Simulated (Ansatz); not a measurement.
**Ru: an axial (c/a) deformation path**

An exercise on one series of results from a longer session: the logs are not shown, and one member is left open.

Method: DFT r2SCAN, scalar-relativistic, plane waves, PAW, in Ansatz 0.2.0.

1 further run of the same task is left out (it didn't finish).

## The starting structure

Symmetry: P6_3/mmc, No. 194, hexagonal system. The conventional cell has a = 2.706 Å, b = 2.706 Å, c = 4.282 Å, α = 90.00°, β = 90.00°, γ = 120.00°. Ru (site symmetry -6m2) has 12 Ru at 2.65 to 2.71 Å in its first shell of neighbours.

Structure file:

```xyz
2
Lattice="2.7058 0.0000 0.0000 -1.3529 2.3433 0.0000 0.0000 0.0000 4.2819" Properties=species:S:1:pos:R:3 pbc="T T T"
Ru    0.0000    1.5622    1.0705
Ru    1.3529    0.7811    3.2114
```

No relaxation comes first: the listed cell is the starting point.

## Zero of energy

Reference values: F = -11781.4176 eV; pressure -2.04 GPa; largest force 0.000 eV/Å; gap on the mesh none (metal). It was computed beforehand with the settings of the runs below.

Set-up of the first run:

At fixed volume and fractional coordinates, lengths along (0.000, 0.000, 1.000) are scaled against those across it; ρ is that ratio over its starting value.

input.yaml

```yaml
crystal:
  lattice:
    - [2.8564235852, 0.0, 0.0]
    - [-1.4282117926, 2.4737353888, 0.0]
    - [0.0, 0.0, 3.8422221469]
  atoms:
    - { symbol: Ru, position: [0.3333333333, 0.6666666667, 0.25] }
    - { symbol: Ru, position: [0.6666666667, 0.3333333333, 0.75] }
basis:
  ecutwfc: 500
kpoints:
  mp_grid: { grid: [24, 24, 12] }
hamiltonian:
  xc: r2scan
scf:
  occupations: { method: gaussian, width: 0.15 }
output:
  forces: true
  stress: true
  eigenvalues: true
  write_density: true
  write_potential: true
  elf: true
  volumetric_format: npy
```

Started as:

```console
$ ansatz run input.yaml --threads 1 --pin off --max-ram 2560MiB --backend cpu --events-out ev --progress --plain --runs-dir out
```

Among the steps run: ρ = 0.850; ρ = 1.200; At ρ = 0.920; Point ρ = 1.100; ρ = 0.960; Point ρ = 1.050; ρ = 0.800; ρ = 1.300.

One of the session's tables, all rows but one given; the rest of the session is left out.

| ρ | ΔE (meV/atom) | pressure (GPa) |
| --- | --- | --- |
| 0.800 | 506.1 | 15.7 |
| 0.850 | 289.9 | 8.7 |
| 0.920 | 78.4 | 1.5 |
| 0.960 | 16.7 | -0.9 |
| 1.000 | 0.0 | -2.0 |
| 1.050 | 37.1 | -1.7 |
| 1.100 | ? | ? |
| 1.200 | 445.4 | 9.7 |
| 1.300 | 831.0 | 23.1 |

Q: Estimate the row for ρ = 1.100 from the others.

Worked estimate for «ΔE (meV/atom)». A straight line through the neighbours (1.050, 37.1) and (1.200, 445.4) gives 37.1 + (445.4 − 37.1) × (1.100 − 1.050) / (1.200 − 1.050) = 173.2; a parabola fitted to 4 rows on both sides gives 151.7.

**Answer.** ΔE (meV/atom): 131.0; pressure (GPa): 0.5. In «ΔE (meV/atom)» the line misses by +42.2 and the parabola by +20.7.
